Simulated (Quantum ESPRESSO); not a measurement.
Crystal: TaWC2.

```
W Ta C
1.0
     1.57186    0.90751    5.10162
    -1.57186    0.90751    5.10162
     0.00000   -1.81502    5.10162
W Ta C
1 1 2
Direct
  0.00000 0.00000 0.00000
  0.50000 0.50000 0.50000
  0.25093 0.25093 0.25093
  0.74907 0.74907 0.74907
```

The cell comes from a database or a generator and needn't be the stable form of this composition.

Base run:

```yaml
Program: Quantum ESPRESSO 7.5
Functional: PBEsol
Potentials_or_basis: GBRV 1.5 PBEsol
Cutoff: 762 eV
Density_cutoff: 6095 eV
k_mesh: 10 × 10 × 10
Occupations: fermi-dirac, width 0.05 eV
Spin: no spin polarisation
```

Its results: band gap on the k mesh none (metal or under the smearing width); pressure -10.5 GPa; largest force 0.059 eV/Å.

Q: The run is repeated on the same cell with these changes: functional from PBEsol to LDA; potentials or basis from GBRV 1.5 PBEsol to GBRV 1.5 LDA. What comes out?

A: Band gap on the k mesh none (metal or under the smearing width); pressure -16.1 GPa; largest force 0.058 eV/Å.

Caveats: spin-orbit coupling is left out, which moves the levels of the heavy elements; so large a pressure means that the cell lies far from this level's equilibrium, or that cutoff or potentials fall short (some runs).
